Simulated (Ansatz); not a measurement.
**ScIn3: one crystal by all-electron and frozen-core methods**

The same cell of ScIn3 is computed with full-potential LAPW, PAW on the default files and datasets made for this crystal, to set the results side by side.

Method: DFT PBEsol, scalar-relativistic, in Ansatz 0.2.0.

### 1 The starting structure

Symmetry: Pm-3m, No. 221, cubic system. Conventional cell: a = 4.460 Å, b = 4.460 Å, c = 4.460 Å, α = 90.00°, β = 90.00°, γ = 90.00°. Around Sc (site symmetry m-3m) lie 12 In at 3.15 Å. In (site symmetry 4/mmm) has 4 Sc at 3.15 Å and 8 In at 3.15 Å in its first shell of neighbours.

Structure file:

```
Sc In
1.0
     4.46000    0.00000    0.00000
     0.00000    4.46000    0.00000
     0.00000    0.00000    4.46000
Sc In
1 3
Direct
  0.00000 0.00000 0.00000
  0.00000 0.50000 0.50000
  0.50000 0.00000 0.50000
  0.50000 0.50000 0.00000
```

The structure is an experimental refinement, used without relaxation.

Atoms are numbered in the order of the input: Sc1, In2, In3, In4.

### 2 Full-potential LAPW

Contents of input.yaml:

```yaml
crystal:
  lattice:
    - [4.46, 0.0, 0.0]
    - [0.0, 4.46, 0.0]
    - [0.0, 0.0, 4.46]
  atoms:
    - { symbol: Sc, position: [0.0, 0.0, 0.0] }
    - { symbol: In, position: [0.0, 0.5, 0.5] }
    - { symbol: In, position: [0.5, 0.0, 0.5] }
    - { symbol: In, position: [0.5, 0.5, 0.0] }
kpoints:
  mp_grid: { grid: [8, 8, 8] }
  band_path:
    path:
      - [0.0, 0.0, 0.0]
      - [0.0, 0.5, 0.0]
      - [0.5, 0.5, 0.0]
      - [0.0, 0.0, 0.0]
      - [0.5, 0.5, 0.5]
      - [0.0, 0.5, 0.0]
      - [0.5, 0.5, 0.5]
      - [0.5, 0.5, 0.0]
    npoints: 14
scf:
  occupations: { method: fermi_dirac, width: 0.08 }
hamiltonian:
  xc: pbesol
  pseudopotentials: { kind: all_electron, lapw: { basis_error: 0.001 } }
output:
  forces: true
  stress: true
  eigenvalues: true
  populations: true
  dos: { projected: true, de: 0.2, e_range: [-14, 8] }
```

The run is started by

```bash
> ansatz run input.yaml --threads 1 --pin off --max-ram 4096MiB --backend cpu --events-out ev --progress --plain --runs-dir out
```

Log:

```text
Sc: projections on atomic orbitals take those of the free atom 1s2 2s2 2p6 3s2 3p6 3d1 4s2, of charge +0.00 (hamiltonian.pseudopotentials.projection_atoms)
In: projections on atomic orbitals take those of the free atom 1s2 2s2 2p6 3s2 3p6 3d10 4s2 4p6 4d10 5s2 5p1, of charge +0.00 (hamiltonian.pseudopotentials.projection_atoms)
LAPW: plane waves up to 7.122 Å⁻¹, error target 1.0e-3 eV per atom; small_component_spin mean_spin; Sc in spheres of 1.577 Å, 11 of its electrons in bands, Dirac shells []; In in spheres of 1.577 Å, 21 of its electrons in bands, Dirac shells []
Engine: ansatz 0.2.0
Pseudopotentials: kind: all_electron
Pseudopotential: Sc, LAPW, valence charge 11, Koelling and Harmon's equation, gaussian nucleus
Pseudopotential: In, LAPW, valence charge 21, Koelling and Harmon's equation, gaussian nucleus
Functional definition: PBEsol
  exchange = pbesol_x
  correlation = pbesol_c
Crystal: 4 atoms, lattice volume = 88.717 Å³
Basis set: ecut = 193.278029819203 eV, 515 PW (Γ), exchange–correlation at level 2
Bands: 45, of which v1, the nominal top of the filled ones, is band 37 counted from 1 (36 counted from 0)
Symmetry: 48 space group operations
Space group: Pm-3m (ITA 221), of the structure as read, at distance tolerance 4.5e-5 Å
k-points: 35 of 512
Non-local potential: Sc, projectors of the file, none
Non-local potential: In, projectors of the file, none
Initial density: superposition of atomic densities (chi_scale 0.1, normalization cell, long waves kept (reshape's long-wave potential 0.00 eV rms))
Initial wavefunctions: plane waves of lowest kinetic energy (no species holds an atomic orbital)
Functional: x = pbesol(κ = 0.804, μ = 0.12345679012345678), c = pbesol(β = 0.046)
iter 1 solved again at ethr=5.42e-4 eV; its pass at ethr=1.00e-1 eV (dr2=4.01e-1 eV) is discarded
SCF iter   1: F=—  HF=-500693.677908 eV  |F-HF|=—  |Δ(HF+E_count)|=         —  Δρ=1.30e-2  dr2=4.01e-1  ethr=5.42e-4  ⟨swp⟩=2.4  Hψ=10163  notcnv=0
preconditioner: auto → Kerker (q_TF=auto, 2.647 Å⁻¹)  [metal: Δε(μ)=0.023 eV  Ē_g=13.414 eV  σ=0.080 eV  W_gap=0.07  n_scr=26 (ndim 8)  ℏωp=25.5 eV  f_vac=0.000  D(μ)=1.75/eV (n_scr^D=6)]
SCF iter   2: F=—  HF=-500693.381717 eV  |F-HF|=—  |Δ(HF+E_count)|=   2.96e-1  Δρ=7.26e-3  dr2=7.13e-2  ethr=5.42e-4  ⟨swp⟩=2.0  Hψ=4866  notcnv=0
SCF iter   3: F=—  HF=-500693.340125 eV  |F-HF|=—  |Δ(HF+E_count)|=   4.16e-2  Δρ=5.52e-3  dr2=8.06e-2  ethr=9.63e-5  ⟨swp⟩=2.1  Hψ=4757  notcnv=0
SCF iter   4: F=—  HF=-500693.325382 eV  |F-HF|=—  |Δ(HF+E_count)|=         —  Δρ=3.44e-3  dr2=2.28e-2  ethr=9.63e-5  ⟨swp⟩=2.0  Hψ=4606  notcnv=0  defer=1
the basis was enlarged: its passes take 124.2 KiB over the memory plan, 1 of 1 planned eigensolver slots
SCF iter   5: F=—  HF=-500693.317578 eV  |F-HF|=—  |Δ(HF+E_count)|=   7.80e-3  Δρ=1.81e-3  dr2=7.38e-3  ethr=3.08e-5  ⟨swp⟩=2.0  Hψ=4614  notcnv=0
iter 6 solved again at ethr=6.59e-7 eV; its pass at ethr=9.97e-6 eV (dr2=4.88e-4 eV) is discarded
SCF iter   6: F=—  HF=-500693.315703 eV  |F-HF|=—  |Δ(HF+E_count)|=   1.88e-3  Δρ=4.21e-4  dr2=4.87e-4  ethr=6.59e-7  ⟨swp⟩=2.0  Hψ=7854  notcnv=0
SCF iter   7: F=—  HF=-500693.315571 eV  |F-HF|=—  |Δ(HF+E_count)|=   1.32e-4  Δρ=1.12e-4  dr2=1.10e-5  ethr=6.58e-7  ⟨swp⟩=2.5  Hψ=4628  notcnv=0
SCF iter   8: F=—  HF=-500693.315573 eV  |F-HF|=—  |Δ(HF+E_count)|=   2.81e-6  Δρ=3.75e-5  dr2=3.29e-6  ethr=1.49e-8  ⟨swp⟩=2.9  Hψ=4671  notcnv=0
SCF iter   9: F=—  HF=-500693.315573 eV  |F-HF|=—  |Δ(HF+E_count)|=   8.47e-7  Δρ=1.11e-5  dr2=3.31e-7  ethr=4.45e-9  ⟨swp⟩=2.0  Hψ=4607  notcnv=0
SCF iter  10: F=-500693.315572 eV  HF=-500693.315572 eV  |F-HF|=8.79e-9  |Δ(HF+E_count)|=   6.76e-8  Δρ=2.84e-6  dr2=1.88e-8  ethr=4.48e-10  ⟨swp⟩=2.0  Hψ=4607  notcnv=0
SCF 1 converged in 10 iterations: F = -500693.315572 eV  dr2 = 1.88e-8
NSCF: frozen V_eff on 99 k-points
SCF converged after 10 iterations
Free energy (F): -500693.315572 eV
Harris-Foulkes:  -500693.315572 eV  (|F-HF|=8.79e-9)
Internal energy: -500693.279240 eV  (E = F + TS)
E sigma→0 (E₀):  -500693.297406 eV
Entropy (-TS):   -0.036333 eV (-9.083 meV/atom)
Fermi energy:    15.166201 eV
--- Per-component energies (eV) ---
  E_band       = -1653.018911
  E_kinetic    = 524642.953625
  E_xc         = -13880.546366
  E_electrostatic = -1011455.686498  (all electrons and nuclei)
  E_smearing   = -0.036333  (= −TS)
  E_closure    = 0.000000  (closes the sum)
  E_atoms      = -500677.993440  (free atoms, spherical and without spin; not in F)
  Σ components = -500693.315572   (vs F -500693.315572, Δ=0.00e0)
  Basis errors (estimates in eV, not in F): energy 1.9e-4 per atom: plane waves 1.6e-4 (8.0e-5 summed), levels above the bands 4.2e-27, relativity 1.4e-8, radial functions 2.9e-5, core shells 1.1e-8; eigenvalues (radial functions only) 1.2e-6; not estimated: angular momenta, meshes, grids; target (lapw.basis_error) 1.0e-3; muffin-tin radii Sc 1.577 Å, In 1.577 Å
--- Forces (eV/Å), atoms counted from 1 ---
  atom   1  Sc     0.00000000    -0.00000000    -0.00000000
  atom   2  In     0.00000000     0.00000000     0.00000000
  atom   3  In     0.00000000    -0.00000000     0.00000000
  atom   4  In     0.00000000    -0.00000000     0.00000000
  max |Σ_I F_I| component: 5.98e-30 eV/Å
--- Stress (GPa, compression-positive) ---
       -0.285887       0.000000       0.000000
        0.000000      -0.285887       0.000000
        0.000000       0.000000      -0.285887
  P = ⅓ Tr σ = -0.2859 GPa (-2.859 kbar)
--- Band table (eV; the first three rows and the last of 35) ---
  k-point 0: bands = ["-100.2062", "-100.2049", "-100.2049", "-58.7532", "-58.7532", "-58.7532", "-58.7115", "-58.7115", "-58.7115", "-58.7111", "-58.7111", "-58.7111", "-34.4971", "-13.2380", "-13.2380", "-13.2380", "0.1543", "0.1777", "0.1777", "0.1777", "0.4155", "0.4155", "0.6338", "0.6338", "0.6338", "0.7444", "0.7444", "0.9301", "0.9653", "0.9653", "0.9653", "5.1904", "12.5759", "12.5759", "13.1783", "13.1783", "13.1783", "16.5267", "16.5267", "16.5267", "17.6115", "18.0178", "18.0178", "19.6363", "19.6363"]
  k-point 1: bands = ["-100.2061", "-100.2050", "-100.2049", "-58.7531", "-58.7531", "-58.7531", "-58.7117", "-58.7115", "-58.7115", "-58.7112", "-58.7112", "-58.7111", "-34.4971", "-13.2397", "-13.2381", "-13.2381", "0.1755", "0.1834", "0.2027", "0.2027", "0.4212", "0.4345", "0.6280", "0.6343", "0.6343", "0.7284", "0.7449", "0.9155", "0.9324", "0.9324", "0.9653", "5.3176", "11.3414", "12.6737", "13.2550", "13.2550", "14.1742", "16.4438", "16.4438", "16.5279", "17.3458", "17.8449", "18.3756", "19.7074", "19.7074"]
  k-point 2: bands = ["-100.2060", "-100.2051", "-100.2049", "-58.7530", "-58.7530", "-58.7528", "-58.7120", "-58.7116", "-58.7116", "-58.7113", "-58.7113", "-58.7111", "-34.4969", "-13.2438", "-13.2382", "-13.2382", "0.1979", "0.2329", "0.2750", "0.2750", "0.4360", "0.4863", "0.6135", "0.6343", "0.6343", "0.6822", "0.7457", "0.8426", "0.8426", "0.8746", "0.9654", "5.6965", "9.8661", "12.9704", "13.4445", "13.4445", "15.0934", "16.2067", "16.3218", "16.3218", "16.5306", "17.9029", "19.3542", "19.3542", "19.6482"]
  k-point 34: bands = ["-100.2053", "-100.2053", "-100.2053", "-58.7620", "-58.7475", "-58.7475", "-58.7166", "-58.7166", "-58.7166", "-58.7069", "-58.7069", "-58.7069", "-34.4963", "-13.2455", "-13.2455", "-13.2455", "0.3174", "0.3174", "0.3174", "0.3311", "0.4327", "0.4327", "0.4327", "0.6577", "0.6577", "0.6577", "0.7053", "0.7053", "0.9233", "0.9233", "0.9233", "10.2621", "10.2621", "10.2621", "10.9753", "12.1465", "12.1465", "12.1465", "16.4982", "17.0221", "17.0221", "17.9562", "17.9562", "17.9562", "24.7851"]
--- Löwdin populations: 4 sites ---
  site symbol       q [e]
     0     Sc     20.2989
     1     In     49.2160
     2     In     49.2160
     3     In     49.2160
  spilling = 0.000316 (of n_electrons = 168.000000)
```

Wall time 72 s (1 thread of Arm Neoverse V1, shared host); peak memory 0.47 GiB.

Result: pressure -0.29 GPa; no gap.

Levels at the path's labelled points, in eV from the Fermi level:

```tsv
point	band 34	band 35	band 36	band 37	band 38	band 39	band 40
Γ	-2.59	-1.99	-1.99	-1.99	1.36	1.36	1.36
X	-1.45	-1.45	-1.01	-0.94	1.23	1.23	1.23
M	-5.92	-4.10	-0.38	-0.38	1.11	1.55	1.62
Γ	-2.59	-1.99	-1.99	-1.99	1.36	1.36	1.36
R	-4.90	-4.19	-3.02	-3.02	-3.02	1.33	1.86
X	-1.45	-1.45	-1.01	-0.94	1.23	1.23	1.23
R	-4.90	-4.19	-3.02	-3.02	-3.02	1.33	1.86
M	-5.92	-4.10	-0.38	-0.38	1.11	1.55	1.62
```

States per cell, counted by energy window (eV from the Fermi level, on a grid of 0.20 eV):

```tsv
from	to	total	In 5p	Sc 3d	In 5s
-10	-9	0.27	0.07	0.00	0.15
-9	-8	0.75	0.29	0.01	0.38
-8	-7	0.73	0.32	0.03	0.35
-7	-6	0.84	0.39	0.04	0.36
-6	-5	1.35	0.55	0.08	0.66
-5	-4	1.17	0.44	0.13	0.56
-4	-3	1.08	0.59	0.13	0.31
-3	-2	1.61	1.08	0.23	0.22
-2	-1	2.33	1.47	0.64	0.16
-1	0	1.81	0.80	0.73	0.21
0	1	2.11	0.75	0.90	0.36
1	2	4.46	0.73	3.18	0.28
2	3	3.59	0.66	1.96	0.64
3	4	2.56	1.03	0.75	0.40
4	5	2.18	1.10	0.35	0.27
```

### 3 PAW on the default files

input.yaml, as its differences from that of step 2:

```diff
@@ -27,3 +27,3 @@
   xc: pbesol
-  pseudopotentials: { kind: all_electron, lapw: { basis_error: 0.001 } }
+  pseudopotentials: { kind: paw }
 output:
@@ -32,3 +32,9 @@
   eigenvalues: true
+  efg: { contact_densities: true }
   populations: true
+  bader: true
   dos: { projected: true, de: 0.2, e_range: [-14, 8] }
+  write_density: true
+  write_potential: true
+  elf: true
+  volumetric_format: npy
```

The run is started by

```bash
> ansatz run input.yaml --threads 1 --pin off --max-ram 4096MiB --backend cpu --events-out ev --progress --plain --runs-dir out
```

Log, cut to the lines that bear on the results:

```text
In: output.efg is read without spin–orbit coupling, which moves field gradients at and beside such atoms by some per cent and up to a factor of two; PAW files take it under magnetization.noncollinear and magnetization.spin_orbit
[...]
Pseudopotentials: kind: paw
Pseudopotential: Sc, paw, valence charge 11, recommended cutoff 420 eV (normal)
Pseudopotential: In, paw, valence charge 13, recommended cutoff 420 eV (normal)
[... 1 set-up line as earlier in the session ...]
[...]
Crystal: 4 atoms, lattice volume = 88.717 Å³
Basis set: ecut = 420 eV, 1743 PW (Γ), exchange–correlation on 60×60×60 points (8 copies of the dense FFT grid, shifted against one another)
Bands: 30, of which v1, the nominal top of the filled ones, is band 25 counted from 1 (24 counted from 0)
[... 2 set-up lines as earlier in the session ...]
k-points: 35 of 512
[...]
  atom   2  In V_zz =   +10.148026   η = 0.0000   by run symmetry: allowed
            electrostatic potential = -7941.832352 V   contact ρ = 1131387.437367 e/Å³
  atom   3  In V_zz =   +10.148026   η = 0.0000   by run symmetry: allowed
            electrostatic potential = -7941.832352 V   contact ρ = 1131387.437367 e/Å³
  atom   4  In V_zz =   +10.148026   η = 0.0000   by run symmetry: allowed
            electrostatic potential = -7941.832352 V   contact ρ = 1131387.437367 e/Å³
--- Band table (eV; the first three rows and the last of 35) ---
[...]
--- Löwdin populations: 4 sites ---
  site symbol       q [e]
     0     Sc     10.3483
     1     In     13.1923
     2     In     13.1923
     3     In     13.1923
  spilling = 0.001494 (of n_electrons = 50.000000)
--- Bader charges: 4 sites ---
  site symbol  charge [e]  shift [e]
     0     Sc      1.2502     0.0000
     1     In     -0.4168     0.0000
     2     In     -0.4167     0.0000
     3     In     -0.4167     0.0000
  estimated error of the sums over rays = 2.0e-4 e
```

Wall time 27 s (1 thread of Arm Neoverse V1, shared host); peak memory 0.45 GiB.

This run gives: pressure -0.30 GPa; no gap; Vzz Sc1 0 (by symmetry or below 0.004), In2 10.15 (η = 0.00) (10²¹ V/m²).

```tsv
atom	Bader charge (e)	basin volume (Å³)
Sc1	+1.25	13.72
In2	-0.42	25.00
```

Density in a lattice plane of the grid's cell (edges 4.46 and 4.46 Å, at 0.000 of the third edge), which holds Sc and In.

Ten even steps from '0' (0.09 e/Å³) to '9' (12.00 e/Å³):
```
554210000000000000001245
432100000000000000000123
111000000000000000000011
000000000000000000000000
000000000000000000000000
000000000000000000000000
000000000011111000000000
000000000124442100000000
000000001257875210000000
000000001368986310000000
000000001257875210000000
000000000124442100000000
000000000011111000000000
000000000000000000000000
000000000000000000000000
000000000000000000000000
111000000000000000000011
432100000000000000000123
554210000000000000001245
665310000000000000001356
```
Columns run along the first of these edges and rows up along the second, over one cell in 24 and 20 even steps from the bottom left corner. Atoms in the plane (fractional): Sc at (0.00, 0.00), In at (0.50, 0.50).

ELF in the same plane.

Ten even steps from '0' (0.00) to '9' (0.73):
```
258983101233333210138985
899962112344444321126999
998631123444444432113689
543211244444444444211234
111112444433333444421111
001234443333333334443210
112345433332223333454321
233444333210001233344433
334444333100000133344443
334444333100000133344443
334444333100000133344443
233444333210001233344433
112345433332223333454321
001234443333333334443210
111112444433333444421111
543211244444444444211234
998631123444444432113689
899962112344444321126999
258983101233333210138985
017984101233333210148971
```
Columns run along the first of these edges and rows up along the second, over one cell in 24 and 20 even steps from the bottom left corner. Atoms in the plane (fractional): Sc at (0.00, 0.00), In at (0.50, 0.50).

Both are smooth fields of the valence electrons: close to the nuclei they are not physical.

### 4 Datasets made for this crystal

input.yaml, as its differences from that of step 3:

```diff
@@ -22,3 +22,3 @@
       - [0.5, 0.5, 0.0]
-    npoints: 14
+    npoints: 8
 scf:
@@ -27,3 +27,3 @@
   xc: pbesol
-  pseudopotentials: { kind: paw }
+  pseudopotentials: { kind: all_electron, datasets: crystal }
 output:
@@ -33,8 +33 @@
   efg: { contact_densities: true }
-  populations: true
-  bader: true
-  dos: { projected: true, de: 0.2, e_range: [-14, 8] }
-  write_density: true
-  write_potential: true
-  elf: true
-  volumetric_format: npy
```

The run is started by

```bash
> ansatz run input.yaml --threads 1 --pin off --max-ram 4096MiB --backend cpu --events-out ev --progress --plain --runs-dir out
```

Log, cut to the lines that bear on the results:

```text
[...]
In: output.efg is read without spin–orbit coupling, which moves field gradients at and beside such atoms by some per cent and up to a factor of two; PAW files take it under magnetization.noncollinear and magnetization.spin_orbit
[...]
[... 1 set-up line as earlier in the session ...]
Pseudopotential: Sc, paw, valence charge 11, recommended cutoff 260 eV (normal), Koelling and Harmon's equation, gaussian nucleus
Pseudopotential: In, paw, valence charge 13, recommended cutoff 260 eV (normal), Koelling and Harmon's equation, gaussian nucleus
[... 1 set-up line as earlier in the session ...]
[...]
Crystal: 4 atoms, lattice volume = 88.717 Å³
Basis set: ecut = 260 eV, 847 PW (Γ), exchange–correlation on 48×48×48 points (8 copies of the dense FFT grid, shifted against one another)
Bands: 30, of which v1, the nominal top of the filled ones, is band 25 counted from 1 (24 counted from 0)
[...]
--- Stress (GPa, compression-positive) ---
       -0.286663       0.000000       0.000000
        0.000000      -0.286663       0.000000
        0.000000       0.000000      -0.286663
  P = ⅓ Tr σ = -0.2867 GPa (-2.867 kbar)
--- PAW observables at the nuclei: V_zz in 10²¹ V/m², potentials from the cell's mean, atoms counted from 1 ---
  atom   1  Sc V_zz =    +0.000000   η = 0.0000   by run symmetry: forbidden
            electrostatic potential = -2371.699512 V   contact ρ = 48468.579396 e/Å³
  atom   2  In V_zz =   +10.210249   η = 0.0000   by run symmetry: allowed
            electrostatic potential = -7939.912101 V   contact ρ = 1131317.509601 e/Å³
  atom   3  In V_zz =   +10.210249   η = 0.0000   by run symmetry: allowed
            electrostatic potential = -7939.912101 V   contact ρ = 1131317.509599 e/Å³
  atom   4  In V_zz =   +10.210249   η = 0.0000   by run symmetry: allowed
            electrostatic potential = -7939.912101 V   contact ρ = 1131317.509610 e/Å³
--- Band table (eV; the first three rows and the last of 35) ---
[... band rows left out ...]
[...]
```

Wall time 32 s (1 thread of Arm Neoverse V1, shared host); peak memory 0.54 GiB.

Read from it: pressure -0.29 GPa; no gap; Vzz Sc1 0 (by symmetry or below 0.004), In2 10.21 (η = 0.00) (10²¹ V/m²).

```tsv
atom	contact density (e/Å³)
Sc1	48468.58
In2	1131318
```

### 5 The methods compared

| method | pressure (GPa) | Vzz In2 (10²¹ V/m²) | SCF cycles, by the record's count |
| --- | --- | --- | --- |
| LAPW | -0.29 | – | 10 |
| PAW | -0.30 | 10.15 | 7 |
| crystal datasets | -0.29 | 10.21 | 11 |

### 6 Results

| quantity | value |
| --- | --- |
| pressure | LAPW -0.29, PAW -0.30, crystal datasets -0.29 GPa |
| gap (LAPW) | none |
| Bader charges (PAW) | Sc1 +1.25, In2 -0.42 e |

**Reading.** The pressure is within half a GPa of zero, so the volume is close to equilibrium at this level. Bands cross the Fermi level: the crystal is a metal at this level. Within 0.3 eV of the Fermi level the largest projected share is Sc 3d (38 %). The projection holds only the free atom's occupied shells (Sc 4s, Sc 3d, In 5s, In 5p in this range). The field gradient at In2, the largest by crystal datasets, is 10.15 by PAW and 10.21 by crystal datasets (10²¹ V/m²), within 5 %. No spin–orbit coupling: at heavy atoms the gradients can be off by tens of per cent for that reason. In pressure, PAW differs from LAPW by -0.01 GPa. LAPW took about 2.6 times as long as PAW (72 s against 27 s, on a shared host and with the outputs that each input asks for).
